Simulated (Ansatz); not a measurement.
# C₂H₆SSn: one species, many methods

One table from this session's results is given with a row withheld; the runs are named, their logs left out.

The runs use Ansatz 0.2.0, Gaussian basis; functionals in def2-TZVPP, the program's frozen cores in correlated methods.

Plan: LDA (SPW92), PBE-D4, revPBE-D4, BLYP-D4, r2SCAN-D4, B97M-V, PBE0-D4, B3LYP-D4, r2SCANh-D4, r2SCAN0-D4, HSE06-D4, BHLYP-D4, CAM-B3LYP-D4, LC-ωPBE, ωB97X-V, ωB97M-V, B2PLYP, PBE-QIDH; CCSD(T)/def2-SVP; CCSD(T)/def2-TZVPP; MP2/def2-QZVPP; extrapolation to the limit; RPA on PBE.

## The geometry

An earlier PBE0-D4 in a triple-zeta def2 set relaxation fixed the geometry. Sn takes the def2 core potential; no spin-orbit term is included.

SMILES `[CH2]1S[CH2][SnH2]1`, 10 atoms, charge 0, spin multiplicity 1.

Atoms are counted from 1 here; the program's logs count them from 0.

Bond lengths: C1–S2 1.821 Å, C1–Sn4 2.159 Å, C1–H5 1.090 Å, C1–H6 1.090 Å, S2–C3 1.821 Å, C3–Sn4 2.159 Å, C3–H7 1.090 Å, C3–H8 1.090 Å, Sn4–H9 1.709 Å, Sn4–H10 1.709 Å. Angles: S2–C1–Sn4 92.3°, S2–C1–H5 112.0°, S2–C1–H6 112.0°, Sn4–C1–H5 115.0°, Sn4–C1–H6 115.0°, H5–C1–H6 109.7°, C1–S2–C3 97.0°, S2–C3–Sn4 92.3°, S2–C3–H7 112.0°, S2–C3–H8 112.0°, Sn4–C3–H7 115.0°, Sn4–C3–H8 115.0°, H7–C3–H8 109.7°, C1–Sn4–C3 78.4°, C1–Sn4–H9 116.4°, C1–Sn4–H10 116.5°, C3–Sn4–H9 116.4°, C3–Sn4–H10 116.5° and more.

Geometry (Å):

```csv
atom,x (Å),y (Å),z (Å)
C1,-1.0850,0.7773,-0.5893
S2,-1.3135,-1.0277,-0.5161
C3,0.2824,-1.4225,0.2667
Sn4,0.8615,0.6562,0.3367
H5,-1.0845,1.1472,-1.6145
H6,-1.8392,1.3078,-0.0082
H7,0.1533,-1.8975,1.2391
H8,0.9043,-2.0521,-0.3695
H9,1.0087,1.3522,1.8903
H10,2.1948,1.1080,-0.6320
```

The first run:

in.yaml reads:

```yaml
crystal:
  periodic: [false, false, false]
  atoms:
    - {symbol: C, position_ang: [-1.085005, 0.777274, -0.589324]}
    - {symbol: S, position_ang: [-1.313470, -1.027722, -0.516106]}
    - {symbol: C, position_ang: [0.282438, -1.422514, 0.266702]}
    - {symbol: Sn, position_ang: [0.861547, 0.656173, 0.336675]}
    - {symbol: H, position_ang: [-1.084518, 1.147233, -1.614517]}
    - {symbol: H, position_ang: [-1.839153, 1.307774, -0.008215]}
    - {symbol: H, position_ang: [0.153343, -1.897530, 1.239097]}
    - {symbol: H, position_ang: [0.904286, -2.052135, -0.369516]}
    - {symbol: H, position_ang: [1.008738, 1.352226, 1.890280]}
    - {symbol: H, position_ang: [2.194792, 1.108022, -0.631976]}
basis:
  gaussian: {orbitals: def2-TZVPP}
hamiltonian: {xc: lda}
output: {orbitals: {seedname: orbitals}}
```

Run with:

```bash
$ ansatz run in.yaml --threads 4 --pin off --events-out ev --progress --plain --max-ram 10444MiB
```

Steps of the session up to this table: LDA; PBE-D4 (GGA); revPBE-D4 (GGA); BLYP-D4 (GGA); r2SCAN-D4 (meta-GGA); B97M-V (meta-GGA); B3LYP-D4 (hybrid); r2SCANh-D4 (hybrid); r2SCAN0-D4 (hybrid); HSE06-D4 (hybrid); BHLYP-D4 (hybrid); CAM-B3LYP-D4 (range-separated); LC-ωPBE (range-separated); ωB97X-V (range-separated); ωB97M-V (range-separated); B2PLYP (double hybrid); PBE-QIDH (double hybrid).

One table of the session follows, with a row left open; its other results are not shown here.

It belongs to the step «Orbital energies across the functionals». 

```
  functional  HOMO (eV)  gap (eV)
 LDA (SPW92)      -5.18      3.39
      PBE-D4      -5.09      3.51
   revPBE-D4      -5.06      3.56
     BLYP-D4      -4.95      3.46
   r2SCAN-D4      -5.31      3.98
      B97M-V      -5.42      3.94
     PBE0-D4      -6.30      5.47
    B3LYP-D4      -6.08      5.02
  r2SCANh-D4      -5.77      4.70
  r2SCAN0-D4      -6.45      5.77
    HSE06-D4      -5.90      4.71
    BHLYP-D4      -7.39      7.28
CAM-B3LYP-D4      -7.63      7.67
     LC-ωPBE      -9.01     10.14
     ωB97X-V      -8.67      9.65
     ωB97M-V          ?         ?
```

Q: Estimate the row for ωB97M-V from the others.

The run gave: HOMO (eV): -8.52; gap (eV): 9.19. In the column «HOMO (eV)» it lies between ωB97X-V (-8.67) and CAM-B3LYP-D4 (-7.63).
